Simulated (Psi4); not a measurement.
# InCl2O (SMILES [O][In]([Cl])[Cl]): a chain of runs

Wanted: a geometry optimisation (doublet InCl2O, U-wB97X-D/def2-SVPD), then the energy (singlet InCl2O+, wB97X-D/def2-SVPD), then a geometry optimisation (singlet InCl2O+, wB97X-D/def2-SVPD), then the energy (singlet InCl2O−, wB97X-D/def2-SVPD), then a structure relaxation (singlet InCl2O−, wB97X-D/def2-SVPD) of Cl2InO. 

Program for the calculation: Psi4 1.11.

## 1. The system as given

InCl2O: 4 atoms, total charge 0, spin state doublet. As SMILES, `[O][In]([Cl])[Cl]`. Geometry: relaxed at PBE0-D4/def2-TZVP. The run starts from this shape.

Bond lengths: O1–In2 1.989 Å, In2–Cl3 2.293 Å, In2–Cl4 2.293 Å. Angles: O1–In2–Cl3 119.2°, O1–In2–Cl4 119.2°, Cl3–In2–Cl4 121.6°.

## 2. A structure relaxation at U-wB97X-D/def2-SVPD (density fitting, core potential) (run 1)

Input file cl2ino.xyz:

```xyz
4
Cl2InO
O      0.606300     1.014000     1.667600
In     0.031700     0.016000     0.045400
Cl     0.741600    -2.145000    -0.248200
Cl    -1.324100     1.054700    -1.485200
```

Input file cl2ino.py:

```python
import psi4

psi4.set_memory(1600000000)
psi4.set_num_threads(1)
psi4.core.set_output_file('output.dat', False)

with open('cl2ino.xyz') as f:
    atoms = ''.join(f.readlines()[2:])
m = psi4.geometry('0 2\n' + atoms + 'symmetry c1')

psi4.set_options(dict(basis='def2-SVPD', reference='uks'))

e, wfn = psi4.optimize('wb97x-d', return_wfn=True)
print('E =', round(e, 9))
print(m.to_string(dtype='xyz', units='Angstrom'))
```

Command:

```sh
$ python cl2ino.py
```

output.dat:

```text
[...]
    !!!  WARNING: ECP capability is in beta. Please check occupations closely.  !!!
[...]
  Running in c1 symmetry.
[...]
  Nuclear repulsion =  286.555074893542837
[...]
  Multiplicity = 2
[...]
  Nalpha       = 32
  Nbeta        = 31
[...]
    Number of basis functions: 109
[...]
   @DF-UKS iter   1: -1184.80882935943805   -7.94785e-01   9.22227e-03 DIIS/ADIIS
[...]
    !!!  WARNING: ECP capability is in beta. Please check occupations closely.  !!!
[...]
   @DF-UKS iter   9: -1185.48428244576075   -5.38876e-11   8.18314e-09 DIIS
[...]
   @S^2 Observed:                7.572561500E-01
[...]
    Orbital Energies [Eh]
    ---------------------
    Alpha Occupied:
       1A   -101.703246     2A   -101.703193     3A    -19.345094
       4A     -9.607078     5A     -9.607021     6A     -7.358960
       7A     -7.358903     8A     -7.352774     9A     -7.352718
      10A     -7.352266    11A     -7.352210    12A     -4.868285
      13A     -3.273808    14A     -3.267081    15A     -3.264590
      16A     -1.079281    17A     -0.969455    18A     -0.967655
      19A     -0.943272    20A     -0.941126    21A     -0.927523
      22A     -0.901879    23A     -0.894205    24A     -0.556819
      25A     -0.519244    26A     -0.474692    27A     -0.462043
      28A     -0.454992    29A     -0.433487    30A     -0.426374
      31A     -0.425927    32A     -0.422608
[...]
  @DF-UKS Final Energy: -1185.48428244576075
   => Energetics <=
    Nuclear Repulsion Energy =            282.3950801287260219
    One-Electron Energy =               -2271.1237297545940237
    Two-Electron Energy =                 862.1237374299817020
    DFT Exchange-Correlation Energy =     -58.8785409388297936
    Empirical Dispersion Energy =          -0.0008293110447390
    VV10 Nonlocal Energy =                  0.0000000000000000
    Total Energy =                      -1185.4842824457607549
[...]
 Multipole Moments:
 ------------------------------------------------------------------------------------
     Multipole            Electronic (a.u.)      Nuclear  (a.u.)        Total (a.u.)
 ------------------------------------------------------------------------------------
 L = 1.  Multiply by 2.5417464519 to convert [e a0] to [Debye]
 Dipole X            :          4.2246684           -4.2508913           -0.0262228
 Dipole Y            :          7.3402899           -7.3849544           -0.0446645
 Dipole Z            :         11.9095699          -11.9842775           -0.0747076
 Magnitude           :                                                    0.0909053
[...]
  -Total Gradient:
     Atom            X                  Y                   Z
    ------   -----------------  -----------------  -----------------
       1        0.000022403233     0.000044251035     0.000076065254
       2        0.000005729881     0.000158188530     0.000081910983
       3        0.000091505334     0.000075877409     0.000211005689
       4        0.000107605080     0.000106731997     0.000258440697
[...]
    Final optimized geometry and variables:
    Molecular point group: c1
    Full point group: C1
    Geometry (in Angstrom), charge = 0, multiplicity = 2:
    O            0.650887212485     1.130794318454     1.838301476332
    IN           0.068713171853     0.119373638651     0.193740022218
    CL           0.784405733491    -2.075261912217    -0.112290723167
    CL          -1.307908621221     1.165782468617    -1.365165676556
[...]
```

Standard output:

```text
Some dependencies such as QCElemental have not yet finished migration to pydantic v2. If issues are encountered please downgrade pydantic or upgrade QCElemental as appropriate
	Energy has increased in a minimization.
	Energy ratio indicates iffy step.
	Intrafrag trust radius decreased to   0.25.
	Energy has increased in a minimization.
	Energy ratio indicates iffy step.
	Intrafrag trust radius decreased to 0.0625.
	Energy has increased in a minimization.
	Energy ratio indicates iffy step.
	Intrafrag trust radius decreased to  0.141.
Optimizer: Optimization complete!
E = -1185.484282446
4
0 2 Cl2InO
O                     0.650887212485     1.130794318454     1.838301476332
In                    0.068713171853     0.119373638651     0.193740022218
Cl                    0.784405733491    -2.075261912217    -0.112290723167
Cl                   -1.307908621221     1.165782468617    -1.365165676556
```

It took 63 s on 1 thread of Intel Xeon 6975P-C (Granite Rapids), shared host; peak memory 0.66 GiB.

Steps, from the record of the run:

```csv
step,energy from the first frame kept (eV),largest force (eV/Å)
0,0.0000,0.5781
1,-0.0320,0.1688
2,-0.0276,0.0457
3,-0.0258,0.1204
4,-0.0274,0.0493
5,-0.0277,0.0159
6,-0.0277,0.0154
```

After the run. Bond lengths: O1–In2 2.017 Å, In2–Cl3 2.329 Å, In2–Cl4 2.328 Å. Angles: O1–In2–Cl3 119.4°, O1–In2–Cl4 119.4°, Cl3–In2–Cl4 121.2°.

## 3. The singlet cation: a single-point energy at wB97X-D/def2-SVPD (density fitting, core potential) (run 2)

Input file cl2ino.in:

```
memory 1600 MB

molecule molecule1 {
  1 1
  O
  In 1 R2
  Cl 2 R3 1 A3
  Cl 2 R4 1 A4 3 D4

  R2 = 2.016551
  R3 = 2.328582
  A3 = 119.41667
  R4 = 2.328143
  A4 = 119.42921
  D4 = 179.97116
  symmetry c1
}

set globals {
  basis def2-SVPD
}

E = energy('wb97x-d')
```

Command:

```sh
$ psi4 cl2ino.in cl2ino.out -n 1
```

cl2ino.out:

```text
[...]
    !!!  WARNING: ECP capability is in beta. Please check occupations closely.  !!!
[...]
  Running in c1 symmetry.
[...]
  Nuclear repulsion =  282.395080955211029
[...]
  Multiplicity = 1
[...]
  Nalpha       = 31
  Nbeta        = 31
[...]
    Number of basis functions: 109
[...]
   @DF-RKS iter   1: -1184.22189058733011   -2.85730e-01   9.27036e-03 ADIIS/DIIS
[...]
   @DF-RKS iter  16: -1184.98089261040013   -4.18856e-08   2.59121e-07 DIIS
[...]
    Orbital Energies [Eh]
    ---------------------
    Doubly Occupied:
       1A   -101.929266     2A   -101.929238     3A    -19.658589
       4A     -9.831231     5A     -9.831210     6A     -7.584054
       7A     -7.584033     8A     -7.577175     9A     -7.577154
      10A     -7.575277    11A     -7.575259    12A     -5.090560
      13A     -3.494907    14A     -3.489100    15A     -3.488547
      16A     -1.325629    17A     -1.187987    18A     -1.186829
      19A     -1.163847    20A     -1.163623    21A     -1.152257
      22A     -1.116620    23A     -1.109273    24A     -0.785221
      25A     -0.715838    26A     -0.708508    27A     -0.678488
      28A     -0.640633    29A     -0.629675    30A     -0.626682
      31A     -0.624686
[...]
  @DF-RKS Final Energy: -1184.98089261040013
   => Energetics <=
    Nuclear Repulsion Energy =            282.3950809552110286
    One-Electron Energy =               -2256.6417213341278512
    Two-Electron Energy =                 847.9189826184601770
    DFT Exchange-Correlation Energy =     -58.6524055388427143
    Empirical Dispersion Energy =          -0.0008293111009350
    VV10 Nonlocal Energy =                  0.0000000000000000
    Total Energy =                      -1184.9808926104001330
[...]
 Multipole Moments:
 ------------------------------------------------------------------------------------
     Multipole            Electronic (a.u.)      Nuclear  (a.u.)        Total (a.u.)
 ------------------------------------------------------------------------------------
 L = 1.  Multiply by 2.5417464519 to convert [e a0] to [Debye]
 Dipole X            :         -0.0120776            0.0116318           -0.0004458
 Dipole Y            :          0.0069715           -0.0072136           -0.0002421
 Dipole Z            :        -15.1144053           14.7047838           -0.4096215
 Magnitude           :                                                    0.4096218
[...]
```

It took 7.8 s on 1 thread of Intel Xeon 6975P-C (Granite Rapids), shared host; peak memory 0.58 GiB.

## 4. The singlet cation: a structure relaxation at wB97X-D/def2-SVPD (density fitting) (run 3)

Input file cl2ino.py:

```python
import psi4

psi4.set_memory('1600 MB')
psi4.set_num_threads(1)
psi4.core.set_output_file('run.log', False)

m = psi4.geometry("""
1 1
O      0.615888     1.030866     1.695273
In     0.033714     0.019445     0.050712
Cl     0.749406    -2.175190    -0.255319
Cl    -1.342908     1.065854    -1.508194
units angstrom
symmetry c1
""")

psi4.set_options({
    'basis': 'def2-SVPD',
    'geom_maxiter': 50,
})

e_tot = psi4.optimize('wb97x-d')
print(f'wb97x-d energy: {e_tot:.10f} Eh')
print(m.to_string(dtype='xyz', units='Angstrom'))
```

Command:

```sh
$ python cl2ino.py
```

run.log:

```text
gradient() will perform analytic gradient computation.

   => Loading Basis Set <=

    Name: DEF2-SVPD
    Role: ORBITAL
    Keyword: BASIS

    !!!  WARNING: ECP capability is in beta. Please check occupations closely.  !!!

   => WB97X-D: Empirical Dispersion <=

    Chai and Head-Gordon Dispersion Correction

        s6 =       1.000000

         ---------------------------------------------------------
                                   SCF
                              RKS Reference
                        1 Threads,   1525 MiB Core
         ---------------------------------------------------------

  ==> Geometry <==

    Molecular point group: c1
    Full point group: C1

    Geometry (in Angstrom), charge = 1, multiplicity = 1:

[... 154 lines left out ...]
   @DF-RKS iter   5: -1184.89886745201716   -9.32604e-02   2.91067e-03 DIIS/ADIIS
[... 11 lines left out ...]
   @DF-RKS iter  17: -1184.98089156916899   -1.84868e-07   7.85857e-07 DIIS
[... 11 lines left out ...]
   @DF-RKS iter  29: -1184.98089254013621   -3.72347e-09   9.52095e-08 DIIS
[... 45 lines left out ...]
    Two-Electron Energy =                 847.9189785910294859
[... 182 lines left out ...]
	  Convergence Criteria     1.00e-06 *    3.00e-04 *             o    1.20e-03 *             o
[... 109 lines left out ...]
   @DF-RKS iter   9: -1184.99632086063093   -3.48418e-08   3.38929e-07 DIIS
[... 25 lines left out ...]
    DFT Exchange-Correlation Energy =     -58.6450299505720167
[... 131 lines left out ...]
    Final Occupation by Irrep:
[... 58 lines left out ...]
    Weights Tolerance      =       1.00E-15
[... 9 lines left out ...]
	total time  =          2 seconds =       0.03 minutes

    			-----------------------------------------

    			 OPTKING 3.0: for geometry optimizations

    			        with contributions from

    			-----------------------------------------

	                            ===> Fragment 1 <==

	 Z (Atomic Numbers)          Masses                          Geom
	       8.000000            15.994915          1.21546764  2.10074657  3.42426703
	      49.000000            114.903879        -0.08057986 -0.13853195 -0.22600848
	      17.000000            34.968853          2.06082199 -3.66759480  0.91143667
	      17.000000            34.968853         -2.35200577  3.16190465 -1.73507273

	 - Coordinate -           - BOHR/RAD -       - ANG/DEG -
	 R(1,2)           =         4.474217           2.367654
	 R(2,3)           =         4.281783           2.265822
	 R(2,4)           =         4.281300           2.265567
[... 6 lines of this table left out ...]
	 l(3,2,4)         =         3.141593         180.000000

[set-up sections that repeat, and orbital energies of the middle runs, are left out above]
```

Standard output:

```text
Some dependencies such as QCElemental have not yet finished migration to pydantic v2. If issues are encountered please downgrade pydantic or upgrade QCElemental as appropriate
	Change in internal coordinate of 6.94e-01 exceeds limit of 5.00e-01.
	Skipping Hessian update for step 2.
	Change in internal coordinate of 7.53e-01 exceeds limit of 5.00e-01.
	Skipping Hessian update for step 1.
	Change in internal coordinate of 5.98e-01 exceeds limit of 5.00e-01.
	Skipping Hessian update for step 3.
	Change in internal coordinate of 8.62e-01 exceeds limit of 5.00e-01.
	Skipping Hessian update for step 2.
	Change in internal coordinate of 9.21e-01 exceeds limit of 5.00e-01.
	Skipping Hessian update for step 1.

	The following linear bends have been detected:
 L(3,2,4), missing.
	 l(3,2,4), missing.

AlgError: Exception created. Mesg: New linear angles
AlgError: Linear bends detected.
 L(3,2,4)
 l(3,2,4)
 Caught AlgError exception

AlgError: Exception created. Mesg: no derivative B matrices for out-of-plane angles
ValueError: operands could not be broadcast together with shapes (9,) (10,)
```

Run time: 44 s. Hardware: 1 thread of Intel Xeon 6975P-C (Granite Rapids), shared host; peak memory 0.65 GiB.

The program broke off before the end.

(Part 1 of 2 ends here.)
